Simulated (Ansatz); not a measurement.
**H12O4Si4Ti: basis-set convergence**

The task here is to estimate one member of a computed series from the others.

Computed with Ansatz 0.2.0, Gaussian basis. Level: one geometry, several basis sets.

The runs, in order: PBE0-D4/def2-SVP; ωB97M-V/def2-SVP; PBE0-D4/def2-QZVPP; ωB97M-V/def2-QZVPP; the functionals' def2-TZVPP values are taken from earlier runs.

### Structure used throughout

The geometry comes from an earlier relaxation with PBE0-D4 in a triple-zeta def2 set; it is a stationary point, not always the lowest conformer.

SMILES `[SiH3][O][Ti]([O][SiH3])([O][SiH3])[O][SiH3]`, 21 atoms, charge 0, spin multiplicity 1.

Atoms are counted from 1 here; the program's logs count them from 0.

Bond lengths: Si1–O2 1.637 Å, Si1–H10 1.486 Å, Si1–H11 1.486 Å, Si1–H12 1.486 Å, O2–Ti3 1.787 Å, Ti3–O4 1.787 Å, Ti3–O6 1.787 Å, Ti3–O8 1.787 Å, O4–Si5 1.637 Å, Si5–H13 1.486 Å, Si5–H14 1.486 Å, Si5–H15 1.486 Å, O6–Si7 1.637 Å, Si7–H16 1.486 Å, Si7–H17 1.486 Å, Si7–H18 1.486 Å, O8–Si9 1.637 Å, Si9–H19 1.486 Å and more. Angles: O2–Si1–H10 109.5°, O2–Si1–H11 109.5°, O2–Si1–H12 109.5°, H10–Si1–H11 109.4°, H10–Si1–H12 109.4°, H11–Si1–H12 109.4°, Si1–O2–Ti3 179.8°, O2–Ti3–O4 109.5°, O2–Ti3–O6 109.5°, O2–Ti3–O8 109.5°, O4–Ti3–O6 109.5°, O4–Ti3–O8 109.5°, O6–Ti3–O8 109.5°, Ti3–O4–Si5 179.9°, O4–Si5–H13 109.5°, O4–Si5–H14 109.5°, O4–Si5–H15 109.5°, H13–Si5–H14 109.4° and more.

Set-up of the first run:

File in.yaml:

```yaml
crystal:
  periodic: [false, false, false]
  atoms:
    - {symbol: Si, position_ang: [2.404259, 1.474476, -1.930561]}
    - {symbol: O, position_ang: [1.250832, 0.772627, -1.005127]}
    - {symbol: Ti, position_ang: [-0.006768, 0.000563, 0.002563]}
    - {symbol: O, position_ang: [-0.853529, -1.248238, -0.954823]}
    - {symbol: Si, position_ang: [-1.632195, -2.390196, -1.831764]}
    - {symbol: O, position_ang: [-1.180204, 1.236045, 0.540827]}
    - {symbol: Si, position_ang: [-2.253133, 2.369022, 1.035399]}
    - {symbol: O, position_ang: [0.756013, -0.758191, 1.429290]}
    - {symbol: Si, position_ang: [1.457611, -1.451242, 2.735754]}
    - {symbol: H, position_ang: [2.126127, 2.928730, -2.053468]}
    - {symbol: H, position_ang: [2.402326, 0.855930, -3.281372]}
    - {symbol: H, position_ang: [3.735093, 1.278171, -1.299988]}
    - {symbol: H, position_ang: [-3.076719, -2.053198, -1.915905]}
    - {symbol: H, position_ang: [-1.471985, -3.714420, -1.177468]}
    - {symbol: H, position_ang: [-1.057288, -2.443485, -3.200676]}
    - {symbol: H, position_ang: [-1.859479, 3.695840, 0.495080]}
    - {symbol: H, position_ang: [-2.267564, 2.425422, 2.519950]}
    - {symbol: H, position_ang: [-3.609675, 2.017949, 0.541633]}
    - {symbol: H, position_ang: [0.903456, -0.848888, 3.975655]}
    - {symbol: H, position_ang: [2.925274, -1.224946, 2.690448]}
    - {symbol: H, position_ang: [1.183150, -2.911374, 2.731353]}
basis:
  gaussian: {orbitals: def2-SVP}
hamiltonian: {xc: pbe0, dispersion: d4}
output: {orbitals: {seedname: orbitals}}
```

Run with:

```bash
$ ansatz run in.yaml --threads 4 --pin off --events-out ev --progress --plain --max-ram 46080MiB --backend cpu
```

Among the steps run: PBE0-D4 in def2-SVP; ωB97M-V in def2-SVP; PBE0-D4 in def2-QZVPP; ωB97M-V in def2-QZVPP.

One table of the session follows, with a row left open; its other results are not shown here.

It belongs to the step «Density functionals: the series». 

| functional | basis | HOMO (eV) |
| --- | --- | --- |
| PBE0-D4 | def2-SVP | -8.58 |
| PBE0-D4 | def2-TZVPP | -8.69 |
| PBE0-D4 | def2-QZVPP | -8.70 |
| ωB97M-V | def2-SVP | -10.82 |
| ωB97M-V | def2-TZVPP | ? |
| ωB97M-V | def2-QZVPP | -10.99 |

Estimate the missing values for ωB97M-V, def2-TZVPP.

The run gave: HOMO (eV): -10.98. In the column «HOMO (eV)» it lies between ωB97M-V, def2-QZVPP (-10.99) and ωB97M-V, def2-SVP (-10.82).
